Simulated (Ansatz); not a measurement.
# Te4O: from a guess to a relaxed structure

Aim: relax a trial structure of Te4O and see where it ends.

Program: Ansatz 0.2.0. Level of theory: DFT PBE, scalar-relativistic, plane waves, PAW. These are calculated values, not measurements.

### 1 The structure to begin with

The structure is cubic, space group Pm-3m (No. 221). Conventional cell: a = 5.083 Å, b = 5.083 Å, c = 5.083 Å, α = 90.00°, β = 90.00°, γ = 90.00°. Te (site symmetry 4/mmm) has 2 O at 2.54 Å as nearest neighbours. Te (site symmetry m-3m) is surrounded by 12 Te at 3.59 Å. O (site symmetry m-3m) has 6 Te at 2.54 Å as nearest neighbours.

Structure file:

```cif
data_structure
_symmetry_space_group_name_H-M 'P 1'
_symmetry_Int_Tables_number 1
_cell_length_a 5.0835
_cell_length_b 5.0835
_cell_length_c 5.0835
_cell_angle_alpha 90.000
_cell_angle_beta 90.000
_cell_angle_gamma 90.000
_cell_volume 131.37
loop_
_atom_site_label
_atom_site_type_symbol
_atom_site_fract_x
_atom_site_fract_y
_atom_site_fract_z
_atom_site_occupancy
Te1 Te 0.00000 0.50000 0.50000 1
Te2 Te 0.50000 0.50000 0.00000 1
Te3 Te 0.50000 0.00000 0.50000 1
Te4 Te 0.00000 0.00000 0.00000 1
O1 O 0.50000 0.50000 0.50000 1
```

Recipe of the guess: species swapped into a database cell of Fe4N (Pm-3m, No. 221), with Te on the Fe sites and O on the N sites. The dimensions are guesses.

### 2 The guess as it stands, on a coarse mesh

Contents of input.yaml:

```yaml
crystal:
  lattice:
    - [5.08348621, 0.0, 0.0]
    - [0.0, 5.08348621, 0.0]
    - [0.0, 0.0, 5.08348621]
  atoms:
    - { symbol: Te, position: [0.0, 0.5, 0.5] }
    - { symbol: Te, position: [0.5, 0.5, 0.0] }
    - { symbol: Te, position: [0.5, 0.0, 0.5] }
    - { symbol: Te, position: [0.0, 0.0, 0.0] }
    - { symbol: O, position: [0.5, 0.5, 0.5] }
basis:
  ecutwfc: 420
kpoints:
  mp_grid: { grid: [4, 4, 4] }
hamiltonian:
  xc: pbe
scf:
  occupations: { method: gaussian, width: 0.1 }
  lower_state_search: "off"
output:
  forces: true
  stress: true
  eigenvalues: true
```

Command:

```console
$ ansatz run input.yaml --threads 1 --pin off --max-ram 2560MiB --backend cpu --events-out ev --progress --plain --runs-dir out
```

Further runs follow: rough relaxation on the coarse mesh; final relaxation.

Q: Predict the outcome of this session. Wanted: conventional cell; volume; energy over the elements; gap on the mesh.

**Answer**, as computed:

```
                                                              quantity                                                                      value
                                symmetry at the end (tolerance 0.05 Å)                                                space group Pm-3m (No. 221)
                                                     conventional cell  a = 4.949 Å, b = 4.949 Å, c = 4.949 Å, α = 90.00°, β = 90.00°, γ = 90.00°
                                                                volume                                                              24.24 Å³/atom
energy over the elements (uncorrected; H, N, O, F and Cl as molecules)                                                              +0.29 eV/atom
                                                       gap on the mesh                                                               none (metal)
```

The space group Pm-3m (No. 221) is kept, and the volume per atom shrinks by 7.7 % from the first guess. The formation energy is positive, so the separate elements lie lower. No finished test with a distortion of lower symmetry is shown, so the end may be a saddle point. Spin-orbit coupling is left out for Te.
